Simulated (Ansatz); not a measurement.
# CH10OSi2: the cost of one run

All numbers below are computed with Ansatz 0.2.0 (RKS LDA/6-31G*).

### 1 The system as given

Bond lengths: Si1–O2 2.066 Å, Si1–H3 1.482 Å, Si1–H4 1.474 Å, Si1–C5 1.899 Å, Si1–Si7 2.600 Å, O2–H8 0.965 Å, C5–H9 1.085 Å, C5–H10 1.085 Å, C5–H11 1.086 Å, Si7–H12 1.478 Å, Si7–H13 1.468 Å, Si7–H14 1.471 Å. Angles (14 of 23 angles, heavy atoms first): O2–Si1–C5 98.6°, O2–Si1–Si7 79.0°, C5–Si1–Si7 100.3°, Si1–O2–H8 130.4°, O2–Si1–H3 147.7°, O2–Si1–H4 85.3°, H3–Si1–C5 110.0°, H3–Si1–Si7 81.5°, H4–Si1–C5 108.4°, H4–Si1–Si7 149.0°, Si1–C5–H9 109.8°, Si1–C5–H10 111.0°, Si1–C5–H11 113.1°, Si1–Si7–H12 145.2°.

Coordinates:

```xyz
14

Si   -0.8110   -0.2646    0.5224
O     0.2320   -1.8776   -0.2387
H    -1.8837    0.7390    0.3272
H    -1.5774   -1.2707    1.2792
C     0.5390    0.4383    1.6581
H     0.5107   -0.9774   -1.1049
Si   -0.0334    0.6853   -1.7694
H     0.6924   -2.5951    0.2142
H     0.1138    1.1920    2.3120
H     0.9590   -0.3381    2.2894
H     1.3566    0.9001    1.1129
H     0.9032    0.5120   -2.9001
H    -1.3349    0.8370   -2.4304
H     0.3336    2.0199   -1.2720
```

### 2 A restrained relaxation towards end A

Springs on the bonds that form and break draw the guess towards this end; the thresholds are loose.

input.yaml

```yaml
crystal:
  periodic: [false, false, false]
  atoms:
    - { symbol: Si, position_ang: [-0.811, -0.2646, 0.5224] }
    - { symbol: O, position_ang: [0.232, -1.8776, -0.2387] }
    - { symbol: H, position_ang: [-1.8837, 0.739, 0.3272] }
    - { symbol: H, position_ang: [-1.5774, -1.2707, 1.2792] }
    - { symbol: C, position_ang: [0.539, 0.4383, 1.6581] }
    - { symbol: H, position_ang: [0.5107, -0.9774, -1.1049] }
    - { symbol: Si, position_ang: [-0.0334, 0.6853, -1.7694] }
    - { symbol: H, position_ang: [0.6924, -2.5951, 0.2142] }
    - { symbol: H, position_ang: [0.1138, 1.192, 2.312] }
    - { symbol: H, position_ang: [0.959, -0.3381, 2.2894] }
    - { symbol: H, position_ang: [1.3566, 0.9001, 1.1129] }
    - { symbol: H, position_ang: [0.9032, 0.512, -2.9001] }
    - { symbol: H, position_ang: [-1.3349, 0.837, -2.4304] }
    - { symbol: H, position_ang: [0.3336, 2.0199, -1.272] }
basis:
  gaussian: { orbitals: "6-31G*" }
hamiltonian:
  xc: lda
relax:
  f_tol: 0.15
  max_steps: 25
  restrain:
    - { distance: [0, 6], at: 3.52, k: 30.0 }
    - { distance: [5, 1], at: 2.27, k: 30.0 }
    - { distance: [0, 1], at: 1.77, k: 30.0 }
    - { distance: [5, 6], at: 1.42, k: 30.0 }
```

The run is started by

```bash
> ansatz run input.yaml --threads 2 --pin off --max-ram 3072MiB --backend cpu --events-out ev --progress --plain --runs-dir out
```

**Question.** How long does this run take on 2 threads of INTEL XEON PLATINUM 8581C at 2.10GHz (Emerald Rapids), shared host, and how much memory does it need?

About 8.6 s, with a peak of 0.15 GiB.
